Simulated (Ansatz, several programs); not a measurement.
Na₃FO in the antiperovskite structure, relaxed with PBE in Ansatz (plane waves, PAW): space group Pm-3m (No. 221), cubic; a = 4.407 Å in the conventional setting, 17.12 Å³ an atom. F has 12 Na at 3.12 Å; O has 6 Na at 2.20 Å; Na has 2 O at 2.20 Å and 4 F at 3.12 Å. The cell was then scaled with its shape and fractional coordinates held. All values are calculated for a non-magnetic cell, which may be hypothetical.

```
V (Å³/atom)  E (meV/atom)
     16.094          7.60
     16.608          1.82
     17.121          0.00
     18.149          5.81
```

Task: Pass a cubic E = c₀ + c₁u + c₂u² + c₃u³, with u = V − 16.993 Å³, through these points.

Result: c₀ = 0.12, c₁ = -1.756, c₂ = 6.637, c₃ = -0.7422 (meV and Å³).

Task: Where is the minimum, and what bulk modulus follows?

Result: dE/du = 0 at u = +0.135, so V₀ = 17.13 Å³. B = V₀ d²E/dV² = 17.13 × (2c₂ + 6c₃u) = 17.13 × 12.671 = 217 meV/Å³, and 1 meV/Å³ is 0.16022 GPa: 35 GPa. A third-order Birch-Murnaghan fit to all five points gives 17.13 Å³ and 34 GPa.

Task: Predict the energy and the pressure at the withheld volume, 17.635 Å³.

Result: With u = +0.642: E ≈ 1.53 meV and P = −dE/dV ≈ -0.94 GPa. The run gives 1.49 meV and, from its stress, -0.93 GPa.
